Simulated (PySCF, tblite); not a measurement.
# C7H15NSi: geometry, infrared bands and NMR shifts

Aim: predict the infrared bands and NMR shifts of C7H15NSi (`C=CN([SiH3])[C@H](C)C1CC1`).

Programs: tblite 0.8.0 and PySCF 2.14.0, with density-fitted response routines of our own. Each step states its level of theory. These are calculated values for one molecule in the gas phase, unless marked as measured. Atoms are numbered from 0 throughout.

## 1. The starting structure

24 atoms, charge 0, multiplicity 1; geometry from: force field or distance geometry start.

Bonds of the start (Å): C0–C1 1.35, C1–N2 1.39, N2–Si3 1.73, N2–C4 1.51, C4–C5 1.53, C4–C6 1.52, C6–C7 1.51, C7–C8 1.50, C8–C6 1.50, C0–H9 1.08, C0–H10 1.08, C1–H11 1.09, Si3–H12 1.48, Si3–H13 1.49, Si3–H14 1.48, C4–H15 1.11, C5–H16 1.09, C5–H17 1.10, C5–H18 1.09, C6–H19 1.08, C7–H20 1.09, C7–H21 1.09, C8–H22 1.07, C8–H23 1.08.

## 2. Geometry optimisation with GFN2-xTB

Job settings and geometry (Å):

```
{"job": {"kind": "relax", "xc": "GFN2-xTB", "basis": "xTB"}, "charge": 0, "multiplicity": 1}
C      2.959100    -0.643400    -1.078500
C      1.710300    -0.700200    -0.579100
N      0.983000     0.226500     0.161000
Si     1.476100     1.807600     0.660000
C     -0.403600    -0.103900     0.645600
C     -0.376700    -1.280500     1.619800
C     -1.317000    -0.402700    -0.537500
C     -2.781200    -0.058000    -0.464400
C     -1.873100     0.707700    -1.380300
H      3.581200     0.229800    -0.973100
H      3.357100    -1.486700    -1.624400
H      1.168600    -1.637100    -0.735600
H      0.385600     2.759300     0.358300
H      1.673800     1.749400     2.134800
H      2.726200     2.215000    -0.011700
H     -0.855600     0.735800     1.205100
H     -0.039800    -2.205700     1.150100
H      0.299700    -1.077600     2.461400
H     -1.373500    -1.462000     2.032900
H     -1.051300    -1.325800    -1.034900
H     -3.174000     0.449700     0.414300
H     -3.490000    -0.752300    -0.919400
H     -1.948600     0.547100    -2.436500
H     -1.647900     1.727900    -1.117800
```

Started as:

```console
$ OMP_NUM_THREADS=1 python probes_run.py task.json out
```

One launch serves the whole session: the jobs run in the order shown.

**Question.** This job is followed by: GFN2-xTB harmonic vibrations, gas phase; GIAO PBE0/pcSseg-1 NMR shielding, non-relativistic, gas phase. What will the session give for the following? strongest single infrared mode (GFN2-xTB); zero-point energy (GFN2-xTB); ¹³C shifts against TMS (PBE0/pcSseg-1); ¹H shifts against TMS (PBE0/pcSseg-1, means over atoms taken as alike); ¹⁵N shifts against NH3 (PBE0/pcSseg-1); ²⁹Si shifts against TMS (PBE0/pcSseg-1).

The runs gave:

```
                                                              quantity                                                                 value
                             strongest single infrared mode (GFN2-xTB)                                                 2221 cm⁻¹, 405 km/mol
                                          zero-point energy (GFN2-xTB)                                                        124.8 kcal/mol
                                ¹³C shifts against TMS (PBE0/pcSseg-1)                           144.4, 88.8, 66.9, 23.6, 20.8, 9.3, 5.6 ppm
¹H shifts against TMS (PBE0/pcSseg-1, means over atoms taken as alike)  6.61, 4.66, 4.20, 3.98, 1.92, 1.34, 0.85, 0.63, 0.46, 0.14, 0.11 ppm
                                ¹⁵N shifts against NH3 (PBE0/pcSseg-1)                                                              88.4 ppm
                               ²⁹Si shifts against TMS (PBE0/pcSseg-1)                                                             -51.3 ppm
```

What this shows: The optimisation took 155 steps and gained 0.241 eV; among the close pairs (by a distance rule), N2–C4 changed most, from 1.506 to 1.457 Å. No mode is imaginary among the 66: a minimum at this level. The strongest single mode, at 2221 cm⁻¹, moves mainly H14. GFN2-xTB is a fitted tight-binding method: band positions and strengths are rough. Its intensities can rank the bands wrongly. The most deshielded carbon is C1 (alkene carbon bearing nitrogen), at 144.4 ppm: an sp2 carbon further deshielded by the attached heteroatom. H11 (hydrogen on an alkene carbon bearing nitrogen) lies farthest downfield among hydrogen, at 6.61 ppm; attached to an sp2 carbon and in the plane of the double bond. At PBE0/pcSseg-1: The largest span, 215 ppm, is at C1, where the paramagnetic term is -212 ppm.
